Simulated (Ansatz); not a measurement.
**CH9NO2Si2: a ladder of functionals and wavefunction methods**

One table from this session's results is given with a row withheld; the runs are named, their logs left out.

Method: functionals in def2-TZVPP, the program's frozen cores in correlated methods; program: Ansatz 0.2.0, Gaussian basis.

Plan: PBE-D4, r2SCAN-D4, PBE0-D4, B3LYP-D4, ωB97X-V, ωB97M-V, B2PLYP; CCSD(T)/def2-TZVPP; MP2/def2-QZVPP; extrapolation to the limit.

## Structure used throughout

An earlier PBE0-D4 in a triple-zeta def2 set relaxation fixed the geometry.

SMILES `C[SiH](O)N[SiH2]O`, 15 atoms, charge 0, spin multiplicity 1.

Atoms are counted from 1 here; the program's logs count them from 0.

Bond lengths: C1–Si2 1.852 Å, C1–H7 1.092 Å, C1–H8 1.093 Å, C1–H9 1.092 Å, Si2–O3 1.647 Å, Si2–N4 1.734 Å, Si2–H10 1.489 Å, O3–H11 0.961 Å, N4–Si5 1.709 Å, N4–H12 1.010 Å, Si5–O6 1.659 Å, Si5–H13 1.486 Å, Si5–H14 1.487 Å, O6–H15 0.958 Å. Angles: Si2–C1–H7 110.4°, Si2–C1–H8 110.7°, Si2–C1–H9 111.0°, H7–C1–H8 107.7°, H7–C1–H9 108.4°, H8–C1–H9 108.5°, C1–Si2–O3 106.7°, C1–Si2–N4 111.2°, C1–Si2–H10 112.5°, O3–Si2–N4 112.2°, O3–Si2–H10 109.7°, N4–Si2–H10 104.6°, Si2–O3–H11 113.7°, Si2–N4–Si5 122.1°, Si2–N4–H12 117.1°, Si5–N4–H12 116.1°, N4–Si5–O6 106.7°, N4–Si5–H13 108.4° and more.

Coordinates:

```xyz
15
charge 0, multiplicity 1
C    -0.5110    2.3219   -0.9529
Si    0.1914    0.8965   -0.0016
O    -0.1298    1.1835    1.5881
N    -0.4767   -0.6092   -0.5434
Si    0.1770   -2.1160   -0.0713
O     0.5746   -1.9804    1.5338
H    -0.1042    3.2653   -0.5822
H    -1.5980    2.3627   -0.8430
H    -0.2731    2.2376   -2.0154
H     1.6599    0.7471   -0.1984
H     0.0394    0.4281    2.1584
H    -1.4509   -0.6108   -0.8092
H    -0.8479   -3.1668   -0.3034
H     1.4263   -2.4647   -0.7993
H     1.3231   -2.4948    1.8398
```

The first run:

The input, in.yaml:

```yaml
crystal:
  periodic: [false, false, false]
  atoms:
    - {symbol: C, position_ang: [-0.510972, 2.321887, -0.952884]}
    - {symbol: Si, position_ang: [0.191381, 0.896451, -0.001594]}
    - {symbol: O, position_ang: [-0.129826, 1.183489, 1.588134]}
    - {symbol: N, position_ang: [-0.476713, -0.609176, -0.543425]}
    - {symbol: Si, position_ang: [0.176981, -2.116021, -0.071326]}
    - {symbol: O, position_ang: [0.574557, -1.980424, 1.533815]}
    - {symbol: H, position_ang: [-0.104226, 3.265349, -0.582170]}
    - {symbol: H, position_ang: [-1.597967, 2.362701, -0.843048]}
    - {symbol: H, position_ang: [-0.273070, 2.237572, -2.015432]}
    - {symbol: H, position_ang: [1.659917, 0.747055, -0.198360]}
    - {symbol: H, position_ang: [0.039355, 0.428112, 2.158407]}
    - {symbol: H, position_ang: [-1.450895, -0.610776, -0.809190]}
    - {symbol: H, position_ang: [-0.847949, -3.166767, -0.303420]}
    - {symbol: H, position_ang: [1.426279, -2.464665, -0.799313]}
    - {symbol: H, position_ang: [1.323148, -2.494798, 1.839795]}
basis:
  gaussian: {orbitals: def2-TZVPP}
hamiltonian: {xc: pbe, dispersion: d4}
output: {forces: true, orbitals: {seedname: orbitals}}
```

The run is started by

```console
$ ansatz run in.yaml --threads 2 --pin off --events-out ev --progress --plain --max-ram 32768MiB --backend cuda --devices 0, --max-vram 18GiB
```

Among the steps run: PBE-D4 (GGA); r2SCAN-D4 (meta-GGA); PBE0-D4 (hybrid); B3LYP-D4 (hybrid); ωB97X-V (range-separated); ωB97M-V (range-separated); B2PLYP (double hybrid); CCSD(T) in def2-TZVPP; MP2 in def2-QZVPP.

One table of the session follows, with a row left open; its other results are not shown here.

It belongs to the step «Atomisation energies». 

```
            method  atomisation energy (eV)
            PBE-D4                   58.203
         r2SCAN-D4                   57.799
           PBE0-D4                        ?
          B3LYP-D4                   57.802
           ωB97X-V                   58.115
           ωB97M-V                   58.116
            B2PLYP                   57.218
     HF/def2-TZVPP                   41.993
    MP2/def2-TZVPP                   57.245
   CCSD/def2-TZVPP                   55.659
CCSD(T)/def2-TZVPP                   56.404
           MP2/CBS                   58.951
       CCSD(T)/CBS                   58.109
```

Estimate the missing values for PBE0-D4.

**Answer.** atomisation energy (eV): 57.337. In the column «atomisation energy (eV)» it lies between MP2/def2-TZVPP (57.245) and r2SCAN-D4 (57.799).

To keep in mind: Free atoms (1 C, 2 Si, 2 O, 1 N, 9 H) were run apart at each level; the atomisation energy is their sum less the molecule, without zero-point or spin-orbit terms.
